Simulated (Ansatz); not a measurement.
# C₂H₈S₂Si: a ladder of functionals and wavefunction methods

Aim: compute C₂H₈S₂Si with functionals from several rungs and with coupled cluster. The yardstick is the atomisation energy at the CCSD(T) limit.

The runs use Ansatz 0.2.0, Gaussian basis; functionals in def2-TZVPP, the program's frozen cores in correlated methods.

The runs, in order: LDA (SPW92), PBE-D4, revPBE-D4, BLYP-D4, r2SCAN-D4, B97M-V, PBE0-D4, B3LYP-D4, r2SCANh-D4, r2SCAN0-D4, HSE06-D4, BHLYP-D4, CAM-B3LYP-D4, LC-ωPBE, ωB97X-V, ωB97M-V, B2PLYP, PBE-QIDH; CCSD(T)/def2-SVP; CCSD(T)/def2-TZVPP; MP2/def2-QZVPP; extrapolation to the limit; RPA on PBE.

## 1. The relaxed structure

All runs share one geometry, relaxed beforehand with PBE0-D4 in a triple-zeta def2 set.

SMILES `CSCS[SiH3]`, 13 atoms, charge 0, spin multiplicity 1.

Atoms are counted from 1 here; the program's logs count them from 0.

Bond lengths: C1–S2 1.794 Å, C1–H6 1.091 Å, C1–H7 1.090 Å, C1–H8 1.091 Å, S2–C3 1.791 Å, C3–S4 1.824 Å, C3–H9 1.091 Å, C3–H10 1.092 Å, S4–Si5 2.137 Å, Si5–H11 1.484 Å, Si5–H12 1.485 Å, Si5–H13 1.486 Å. Angles: S2–C1–H6 111.2°, S2–C1–H7 106.8°, S2–C1–H8 110.5°, H6–C1–H7 109.1°, H6–C1–H8 109.9°, H7–C1–H8 109.3°, C1–S2–C3 100.5°, S2–C3–S4 116.4°, S2–C3–H9 105.6°, S2–C3–H10 110.9°, S4–C3–H9 109.4°, S4–C3–H10 105.9°, H9–C3–H10 108.4°, C3–S4–Si5 100.0°, S4–Si5–H11 113.5°, S4–Si5–H12 110.7°, S4–Si5–H13 103.4°, H11–Si5–H12 110.0° and more.

## 2. LDA

This LDA is Slater exchange with PW92 correlation.

Input file in.yaml:

```yaml
crystal:
  periodic: [false, false, false]
  atoms:
    - {symbol: C, position_ang: [-1.840397, 0.633202, 0.541639]}
    - {symbol: S, position_ang: [-0.532196, -0.230594, 1.412972]}
    - {symbol: C, position_ang: [0.886991, 0.748880, 0.927379]}
    - {symbol: S, position_ang: [1.269076, 0.797064, -0.855047]}
    - {symbol: Si, position_ang: [1.038251, -1.270874, -1.340912]}
    - {symbol: H, position_ang: [-1.972532, 1.643883, 0.931061]}
    - {symbol: H, position_ang: [-2.756037, 0.064904, 0.705688]}
    - {symbol: H, position_ang: [-1.626066, 0.671441, -0.527391]}
    - {symbol: H, position_ang: [1.734079, 0.325780, 1.468751]}
    - {symbol: H, position_ang: [0.765398, 1.788842, 1.236165]}
    - {symbol: H, position_ang: [-0.377288, -1.691148, -1.486587]}
    - {symbol: H, position_ang: [1.721844, -2.125882, -0.337976]}
    - {symbol: H, position_ang: [1.709278, -1.390197, -2.661141]}
basis:
  gaussian: {orbitals: def2-TZVPP}
hamiltonian: {xc: lda}
output: {orbitals: {seedname: orbitals}}
```

The runs that follow: PBE-D4 (GGA); revPBE-D4 (GGA); BLYP-D4 (GGA); r2SCAN-D4 (meta-GGA); B97M-V (meta-GGA); PBE0-D4 (hybrid); B3LYP-D4 (hybrid); r2SCANh-D4 (hybrid); r2SCAN0-D4 (hybrid); HSE06-D4 (hybrid); BHLYP-D4 (hybrid); CAM-B3LYP-D4 (range-separated); LC-ωPBE (range-separated); ωB97X-V (range-separated); ωB97M-V (range-separated); B2PLYP (double hybrid); PBE-QIDH (double hybrid); CCSD(T) in def2-SVP; CCSD(T) in def2-TZVPP; MP2 in def2-QZVPP; RPA on PBE orbitals.

Before running them: what should the planned runs give, taken together? Wanted: atomisation energy, CCSD(T)/CBS; farthest beyond LDA; mean size of error, GGA; mean size of error, meta-GGA; mean size of error, hybrid; mean size of error, range-separated; mean size of error, double hybrid; gap, smallest and largest; T1 diagnostic.

As calculated:

| quantity | value |
| --- | --- |
| atomisation energy, CCSD(T)/CBS | 45.597 eV |
| functionals within 0.228 eV (0.5 %) | r2SCAN-D4, PBE0-D4, B3LYP-D4, r2SCANh-D4, HSE06-D4, CAM-B3LYP-D4, ωB97M-V |
| farthest beyond LDA | BHLYP-D4 (-1.070 eV) |
| mean size of error, GGA | 0.407 eV |
| mean size of error, meta-GGA | 0.183 eV |
| mean size of error, hybrid | 0.297 eV |
| mean size of error, range-separated | 0.278 eV |
| mean size of error, double hybrid | 0.532 eV |
| gap, smallest and largest | 4.41 eV (LDA (SPW92)), 11.53 eV (LC-ωPBE) |
| T1 diagnostic | 0.0112 |
| triples share of the correlation energy | 4.3 % |

**Reading.** LDA overbinds by 6.136 eV (13 %). PBE-D4 is off by +0.557 eV. Double hybrids carry the basis error of their MP2 part in triple zeta, and no dispersion term here, so their miss is partly the set-up's. Taken by rung, meta-GGA functionals do best (0.183 eV on average) and double hybrid ones worst beyond LDA (0.532 eV). The gap between the best rungs is small, so their order is not settled. Misses under about 0.228 eV are within the doubt on the reference itself, which lacks core-valence correlation, relativity and higher excitations. Hartree-Fock recovers 73 % of the binding; the rest is correlation. CCSD(T) in def2-SVP is off by -2.950 eV, worse than the median functional, from the basis alone. Orbital gaps span 4.4 to 11.5 eV; exact exchange widens them.
